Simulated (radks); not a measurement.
**Fe²⁺ in [Ne] 3s1 3p6 3d6 4d1: an all-electron calculation**

One table from this session's results is given with a row withheld; the runs are named, their logs left out.

Program: radks (a radial shooting solver on a logarithmic mesh, Libxc functionals) version 1. Level of theory: non-relativistic Kohn-Sham, PBE, spin-polarised, spherical densities, point nucleus; open shells are filled with parallel spins first. These are calculated values, not measurements, unless marked.

## The system

```
element       : iron (Z = 26)
charge        : +2
electrons     : 24
configuration : [Ne] 3s1 3p6 3d6 4d1
```

Outer shells as boxes (Hund's rule):

Fe²⁺
```
[Ne] core
3s [↑ ]
3p [↑↓][↑↓][↑↓]
3d [↑↓][↑ ][↑ ][↑ ][↑ ]
4d [↑ ][  ][  ][  ][  ]
```

Set-up of the first run:

Input:

```text
Z 26
configuration [Ne] 3s1 3p6 3d6 4d1
relativity non-relativistic
functional pbe,pbe
spin polarised
nucleus point
```

One of the session's tables, all rows but one given; the rest of the session is left out.

It belongs to the step «Radial structure». Sizes of the orbitals, from the radial functions (bohr):

```
  level      <r>  outermost maximum (interpolated)  90 % within  nodes
  1s up  0.05914                            0.0390        0.105      0
1s down  0.05914                            0.0390        0.105      0
  2s up   0.2702                             0.225        0.418      1
2s down   0.2697                             0.225        0.417      1
  2p up   0.2368                             0.181        0.388      0
2p down   0.2363                             0.181        0.387      0
  3s up   0.8093                             0.705         1.21      2
3s down   0.8157                             0.707         1.22      2
  3p up   0.8428                             0.711         1.29      1
3p down   0.8530                             0.715         1.31      1
  3d up        ?                                 ?            ?      ?
3d down    1.014                             0.699         1.72      0
  4d up    3.933                              3.53         5.79      1
```

Q: Estimate the row for 3d up from the others.

As computed: <r>: 0.9661; outermost maximum (interpolated): 0.688; 90 % within: 1.61; nodes: 0. In the column «<r>» it lies between 3p down (0.8530) and 3d down (1.014).
